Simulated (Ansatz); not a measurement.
# In10N11 wurtzite off rod (In₁₀N₁₁H₂₈+): geometry, orbitals and charge

Aim: characterise In10N11 wurtzite off rod (In₁₀N₁₁H₂₈+) as a singlet: its structure, frontier levels and distribution of charge.

Computed with Ansatz 0.2.0, Gaussian basis. Level: RKS PBE0-D4/def2-SVP.

The runs, in order: relaxation at r2SCAN-D4/def2-SVP; a single point at PBE0-D4/def2-SVP.

4 further runs of the same task are left out: 4 set aside as unsound or not needed.

## 1. Where the work starts

49 atoms, charge 1, spin multiplicity 1.

Atoms are counted from 1 here; the program's logs count them from 0.

Bond lengths: In1–N2 2.200 Å, In1–N3 2.116 Å, In1–N13 2.197 Å, In1–H22 1.677 Å, N2–In9 2.202 Å, N2–H23 1.023 Å, N2–H24 1.022 Å, N3–In4 2.150 Å, N3–In14 2.161 Å, N3–H25 1.024 Å, In4–N6 2.123 Å, In4–N10 2.150 Å, In4–H26 1.712 Å, In5–N6 2.146 Å, In5–N7 2.159 Å, In5–N15 2.138 Å, In5–H27 1.702 Å, N6–In11 2.145 Å and more. Angles: N2–In1–N3 106.6°, N2–In1–N13 98.2°, N2–In1–H22 113.3°, N3–In1–N13 107.8°, N3–In1–H22 115.8°, N13–In1–H22 113.5°, In1–N2–In9 117.6°, In1–N2–H23 106.3°, In1–N2–H24 110.1°, In9–N2–H23 106.4°, In9–N2–H24 110.1°, H23–N2–H24 105.5°, In1–N3–In4 112.0°, In1–N3–In14 111.5°, In1–N3–H25 105.4°, In4–N3–In14 115.8°, In4–N3–H25 105.7°, In14–N3–H25 105.6° and more.

In takes a core potential in the def2 sets. No spin-orbit coupling is included. The ion is computed in the gas phase, without counter-ions or solvent.

The start is a GFN2-xTB geometry.

## 2. Relaxation at r2SCAN-D4/def2-SVP

in.yaml reads:

```yaml
crystal:
  periodic: [false, false, false]
  atoms:
    - {symbol: In, position_ang: [0.200990, -2.053500, -3.297390]}
    - {symbol: N, position_ang: [-1.464010, -0.840550, -4.070530]}
    - {symbol: N, position_ang: [0.176320, -1.841440, -1.192490]}
    - {symbol: In, position_ang: [-1.652750, -0.953330, -0.494410]}
    - {symbol: In, position_ang: [0.169950, -2.002520, 2.289540]}
    - {symbol: N, position_ang: [-1.540360, -0.889140, 1.624690]}
    - {symbol: N, position_ang: [0.158680, -1.785380, 4.437320]}
    - {symbol: In, position_ang: [-1.758030, -1.015510, 5.274550]}
    - {symbol: In, position_ang: [-1.680490, 1.207190, -3.291320]}
    - {symbol: N, position_ang: [-1.506290, 1.076420, -1.187590]}
    - {symbol: In, position_ang: [-1.643950, 1.146690, 2.292950]}
    - {symbol: N, position_ang: [-1.458970, 1.028570, 4.439550]}
    - {symbol: N, position_ang: [1.859220, -0.840830, -4.076030]}
    - {symbol: In, position_ang: [1.997690, -0.932800, -0.467300]}
    - {symbol: N, position_ang: [1.884010, -0.900170, 1.642950]}
    - {symbol: In, position_ang: [2.078160, 1.202690, -3.291680]}
    - {symbol: N, position_ang: [0.197300, 2.036050, -4.071060]}
    - {symbol: N, position_ang: [1.875700, 1.081190, -1.197480]}
    - {symbol: In, position_ang: [0.194180, 2.194940, -0.463320]}
    - {symbol: In, position_ang: [2.018880, 1.159570, 2.427020]}
    - {symbol: N, position_ang: [0.169020, 2.077070, 1.646460]}
    - {symbol: H, position_ang: [0.198070, -3.628840, -3.871390]}
    - {symbol: H, position_ang: [-2.322310, -1.337290, -3.818430]}
    - {symbol: H, position_ang: [-1.445470, -0.828180, -5.092610]}
    - {symbol: H, position_ang: [0.179520, -2.796690, -0.823720]}
    - {symbol: H, position_ang: [-2.986210, -1.721700, -1.244830]}
    - {symbol: H, position_ang: [0.120600, -3.573990, 1.638450]}
    - {symbol: H, position_ang: [-2.361880, -1.363380, 2.004190]}
    - {symbol: H, position_ang: [0.421190, -2.659250, 4.892350]}
    - {symbol: H, position_ang: [0.877460, -1.104600, 4.701670]}
    - {symbol: H, position_ang: [-3.046120, -1.754450, 4.452220]}
    - {symbol: H, position_ang: [-1.494900, -0.864180, 6.931730]}
    - {symbol: H, position_ang: [-3.047780, 1.990670, -3.862700]}
    - {symbol: H, position_ang: [-2.330250, 1.557780, -0.816690]}
    - {symbol: H, position_ang: [-3.028220, 1.896760, 1.646730]}
    - {symbol: H, position_ang: [-2.082730, 1.693840, 4.895500]}
    - {symbol: H, position_ang: [-0.509960, 1.307940, 4.704640]}
    - {symbol: H, position_ang: [1.836610, -0.827970, -5.097730]}
    - {symbol: H, position_ang: [2.719230, -1.336390, -3.827390]}
    - {symbol: H, position_ang: [3.308430, -1.720930, -1.238180]}
    - {symbol: H, position_ang: [2.713420, -1.384900, 1.992520]}
    - {symbol: H, position_ang: [3.437250, 1.991270, -3.873590]}
    - {symbol: H, position_ang: [0.196000, 2.011940, -5.093040]}
    - {symbol: H, position_ang: [0.198840, 3.027980, -3.820410]}
    - {symbol: H, position_ang: [2.692190, 1.551870, -0.796810]}
    - {symbol: H, position_ang: [0.167790, 3.725140, -1.235120]}
    - {symbol: H, position_ang: [1.849940, 1.057590, 4.134630]}
    - {symbol: H, position_ang: [3.296710, 1.897840, 1.546030]}
    - {symbol: H, position_ang: [0.167340, 3.036930, 1.997550]}
basis:
  gaussian: {orbitals: def2-SVP, fitting: {mean_field: def2-universal-jkfit}}
total_charge: 1
hamiltonian: {xc: r2scan, dispersion: d4}
scf: {lower_state_search: "off"}
output: {orbitals: {seedname: orbitals}}
relax: {f_tol: 0.03, max_steps: 70}
```

Started as:

```
$ ansatz run in.yaml --threads 2 --pin off --events-out ev --progress --plain --max-ram 32768MiB --backend cuda --devices 0, --max-vram 18GiB
```

After this run come: Single point, PBE0-D4/def2-SVP.

**Question.** What will the summary of the whole plan be? Wanted: point group; commonest bond, hydrogen aside; HOMO, LUMO at PBE0-D4/def2-SVP.

As calculated:

```
                      quantity                            value
                   point group                               Cs
commonest bond, hydrogen aside  In–N, 28 of mean length 2.192 Å
HOMO, LUMO at PBE0-D4/def2-SVP                  -9.80, -3.66 eV
```

**Reading.** The molecule keeps its bonding pattern by the stored test; the atoms moved 0.11 Å (rms). No usable vibrations, so a minimum isn't proven. Whether this spin is the lowest isn't tested here. The point group is read from a loosely relaxed geometry; soft torsions can leave it below the true symmetry.
